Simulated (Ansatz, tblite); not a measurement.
**Sn(OH)4 (SnH4O4): rung by rung**

One table from this session's results is given with a row withheld; the runs are named, their logs left out.

Computed with Ansatz 0.2.0, Gaussian basis. Level: as each input shows.

Plan: GFN1-xTB, GFN2-xTB, PBE-D4/def2-TZVP, r2SCAN-D4/def2-TZVP, CAM-B3LYP-D4/def2-TZVP, ωB97M-V/def2-TZVP, HSE06-D4/def2-TZVP, r2SCAN0-D4/def2-TZVP, B97M-V/def2-TZVP, BHLYP-D4/def2-TZVP, ωB97X-V/def2-TZVP, PBE-D4/def2-SVP, PBE0-D4/def2-SVP, PBE0-D4/def2-TZVPD, PBE-D4/def2-TZVPD, r2SCAN-D4/def2-TZVPD, CCSD(T)/def2-TZVP, RPA/def2-TZVP.

2 further runs of the same task are left out: 2 set aside as unsound or not needed. Runs told in other sessions of the task aren't counted.

**The geometry**

The geometry is that of the singlet, from an earlier relaxation (r2SCAN-D4/def2-SVP).

9 atoms, charge 0, spin multiplicity 1.

Bond lengths: Sn1–O2 1.974 Å, Sn1–O4 1.974 Å, Sn1–O6 1.974 Å, Sn1–O8 1.974 Å, O2–H3 0.969 Å, O4–H5 0.969 Å, O6–H7 0.969 Å, O8–H9 0.969 Å. Angles: O2–Sn1–O4 105.7°, O2–Sn1–O6 105.7°, O2–Sn1–O8 117.3°, O4–Sn1–O6 117.3°, O4–Sn1–O8 105.7°, O6–Sn1–O8 105.8°, Sn1–O2–H3 110.1°, Sn1–O4–H5 110.1°, Sn1–O6–H7 110.1°, Sn1–O8–H9 110.1°.

Geometry (Å):

```
Sn   -0.0005    0.0003   -0.0002
O     0.0022    0.1061    1.9709
H    -0.7960    0.5604    2.2807
O     1.8977   -0.1012   -0.5323
H     2.4518    0.3478    0.1242
O    -1.0305    1.5665   -0.6190
H    -1.4274    1.3830   -1.4840
O    -0.8691   -1.5713   -0.8202
H    -0.2284   -2.2917   -0.9202
```

Sn takes a core potential in the def2 sets. No spin-orbit coupling is included.

PBE0-D4/def2-TZVP was run before; its log isn't repeated, and its numbers join the tables.

Set-up of the first run:

Tight binding, by tblite at 300 K electronic temperature and without a spin-polarisation term:

```python
tblite.interface.Calculator('GFN1-xTB', numbers, positions, charge=0, uhf=0).singlepoint()
```

Tight binding, by tblite at 300 K electronic temperature and without a spin-polarisation term:

```python
tblite.interface.Calculator('GFN2-xTB', numbers, positions, charge=0, uhf=0).singlepoint()
```

start.molden holds the orbitals of an earlier run on this state, given as this run's starting guess.

Contents of in.yaml:

```yaml
crystal:
  periodic: [false, false, false]
  atoms:
    - {symbol: Sn, position_ang: [-0.000467, 0.000344, -0.000210]}
    - {symbol: O, position_ang: [0.002177, 0.106121, 1.970925]}
    - {symbol: H, position_ang: [-0.796000, 0.560417, 2.280712]}
    - {symbol: O, position_ang: [1.897749, -0.101162, -0.532276]}
    - {symbol: H, position_ang: [2.451801, 0.347769, 0.124170]}
    - {symbol: O, position_ang: [-1.030477, 1.566495, -0.618999]}
    - {symbol: H, position_ang: [-1.427379, 1.382997, -1.483992]}
    - {symbol: O, position_ang: [-0.869051, -1.571321, -0.820150]}
    - {symbol: H, position_ang: [-0.228353, -2.291671, -0.920171]}
basis:
  gaussian: {orbitals: def2-TZVP, initial_orbitals: start.molden}
hamiltonian: {xc: pbe, dispersion: d4}
scf: {omitted_lower_state_checks: [starts]}
output: {forces: true, orbitals: {seedname: orbitals}}
```

Run with:

```
$ ansatz run in.yaml --threads 4 --pin off --events-out ev --progress --plain --max-ram 3916MiB
```

Among the steps run: PBE-D4/def2-TZVP; r2SCAN-D4/def2-TZVP; CAM-B3LYP-D4/def2-TZVP; ωB97M-V/def2-TZVP; HSE06-D4/def2-TZVP; r2SCAN0-D4/def2-TZVP; B97M-V/def2-TZVP; BHLYP-D4/def2-TZVP; ωB97X-V/def2-TZVP; PBE-D4/def2-SVP; PBE0-D4/def2-SVP; PBE0-D4/def2-TZVPD; PBE-D4/def2-TZVPD; r2SCAN-D4/def2-TZVPD; CCSD(T)/def2-TZVP; RPA/def2-TZVP.

One table of the session follows, with a row left open; its other results are not shown here.

```
                 level  HOMO (eV)  LUMO (eV)  gap (eV)
       PBE-D4/def2-SVP      -6.91      -2.50      4.41
      PBE-D4/def2-TZVP      -7.38      -2.89      4.49
     PBE-D4/def2-TZVPD      -7.50      -3.06      4.44
   r2SCAN-D4/def2-TZVP      -7.80      -2.63      5.17
  r2SCAN-D4/def2-TZVPD      -7.88      -2.75      5.12
      B97M-V/def2-TZVP      -7.85      -2.67      5.18
      PBE0-D4/def2-SVP      -8.81      -1.59      7.22
     PBE0-D4/def2-TZVP      -9.16      -1.93      7.23
    PBE0-D4/def2-TZVPD      -9.24      -2.12      7.12
  r2SCAN0-D4/def2-TZVP          ?          ?         ?
    HSE06-D4/def2-TZVP      -8.75      -2.30      6.45
    BHLYP-D4/def2-TZVP     -10.79      -1.02      9.76
CAM-B3LYP-D4/def2-TZVP     -10.66      -0.99      9.67
     ωB97X-V/def2-TZVP     -11.66       0.22     11.87
     ωB97M-V/def2-TZVP     -11.59       0.04     11.63
```

**Question.** Estimate the row for r2SCAN0-D4/def2-TZVP.

The run gave: HOMO (eV): -9.44; LUMO (eV): -1.76; gap (eV): 7.68. In the column «HOMO (eV)» it lies between CAM-B3LYP-D4/def2-TZVP (-10.66) and PBE0-D4/def2-TZVPD (-9.24).
